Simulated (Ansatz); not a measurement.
# ClH5N3Ta: one species, many methods

The task here is to estimate one member of a computed series from the others.

Computed with Ansatz 0.2.0, Gaussian basis. Level: functionals in def2-TZVPP, the program's frozen cores in correlated methods.

Plan: LDA (SPW92), PBE-D4, revPBE-D4, BLYP-D4, r2SCAN-D4, B97M-V, PBE0-D4, B3LYP-D4, r2SCANh-D4, r2SCAN0-D4, HSE06-D4, BHLYP-D4, CAM-B3LYP-D4, LC-ωPBE, ωB97X-V, ωB97M-V, B2PLYP, PBE-QIDH; CCSD(T)/def2-SVP; CCSD(T)/def2-TZVPP; MP2/def2-QZVPP; extrapolation to the limit; RPA on PBE.

**The geometry**

The geometry comes from an earlier relaxation with PBE0-D4 in a triple-zeta def2 set; it is a stationary point, not always the lowest conformer. Ta takes the def2 core potential; no spin-orbit term is included.

SMILES `[NH]=[Ta]([NH2])([NH2])[Cl]`, 10 atoms, charge 0, spin multiplicity 1.

Atoms are counted from 1 here; the program's logs count them from 0.

Bond lengths: N1–Ta2 1.761 Å, N1–H6 1.006 Å, Ta2–N3 1.978 Å, Ta2–N4 1.978 Å, Ta2–Cl5 2.339 Å, N3–H7 1.008 Å, N3–H8 1.011 Å, N4–H9 1.008 Å, N4–H10 1.011 Å. Angles: Ta2–N1–H6 171.7°, N1–Ta2–N3 105.6°, N1–Ta2–N4 105.6°, N1–Ta2–Cl5 113.8°, N3–Ta2–N4 112.0°, N3–Ta2–Cl5 109.9°, N4–Ta2–Cl5 109.9°, Ta2–N3–H7 125.6°, Ta2–N3–H8 124.2°, H7–N3–H8 110.0°, Ta2–N4–H9 125.6°, Ta2–N4–H10 124.2°, H9–N4–H10 110.0°.

Set-up of the first run:

The input, in.yaml:

```yaml
crystal:
  periodic: [false, false, false]
  atoms:
    - {symbol: N, position_ang: [-1.305841, 0.311954, -1.263154]}
    - {symbol: Ta, position_ang: [0.192595, 0.284877, -0.337903]}
    - {symbol: N, position_ang: [0.731070, -1.616514, -0.254474]}
    - {symbol: N, position_ang: [-0.271575, 1.003070, 1.445624]}
    - {symbol: Cl, position_ang: [1.911230, 1.557434, -1.285161]}
    - {symbol: H, position_ang: [-2.090701, 0.414661, -1.884221]}
    - {symbol: H, position_ang: [0.234460, -2.385367, -0.676398]}
    - {symbol: H, position_ang: [1.504467, -1.964055, 0.295871]}
    - {symbol: H, position_ang: [-1.184491, 1.321973, 1.729634]}
    - {symbol: H, position_ang: [0.361987, 1.020868, 2.233083]}
basis:
  gaussian: {orbitals: def2-TZVPP}
hamiltonian: {xc: lda}
output: {orbitals: {seedname: orbitals}}
```

The run is started by

```sh
$ ansatz run in.yaml --threads 4 --pin off --events-out ev --progress --plain --max-ram 10444MiB
```

Among the steps run: LDA; PBE-D4 (GGA); revPBE-D4 (GGA); BLYP-D4 (GGA); r2SCAN-D4 (meta-GGA); B97M-V (meta-GGA); B3LYP-D4 (hybrid); r2SCANh-D4 (hybrid); r2SCAN0-D4 (hybrid); HSE06-D4 (hybrid); BHLYP-D4 (hybrid); CAM-B3LYP-D4 (range-separated); LC-ωPBE (range-separated); ωB97X-V (range-separated); ωB97M-V (range-separated); B2PLYP (double hybrid); PBE-QIDH (double hybrid).

One table of the session follows, with a row left open; its other results are not shown here.

It belongs to the step «Orbital energies across the functionals». 

| functional | HOMO (eV) | gap (eV) |
| --- | --- | --- |
| LDA (SPW92) | -6.30 | 4.76 |
| PBE-D4 | -6.11 | 4.79 |
| revPBE-D4 | -6.03 | 4.80 |
| BLYP-D4 | -5.97 | 4.77 |
| r2SCAN-D4 | -6.41 | 5.26 |
| B97M-V | -6.46 | 5.37 |
| PBE0-D4 | -7.47 | 6.99 |
| B3LYP-D4 | -7.22 | 6.52 |
| r2SCANh-D4 | -6.92 | 6.08 |
| r2SCAN0-D4 | -7.69 | 7.32 |
| HSE06-D4 | -7.06 | 6.21 |
| BHLYP-D4 | -8.73 | 9.20 |
| CAM-B3LYP-D4 | -8.86 | 9.48 |
| LC-ωPBE | -10.27 | 12.04 |
| ωB97X-V | ? | ? |
| ωB97M-V | -9.76 | 10.98 |

Estimate the missing values for ωB97X-V.

**Answer.** HOMO (eV): -9.87; gap (eV): 11.51. In the column «HOMO (eV)» it lies between LC-ωPBE (-10.27) and ωB97M-V (-9.76).
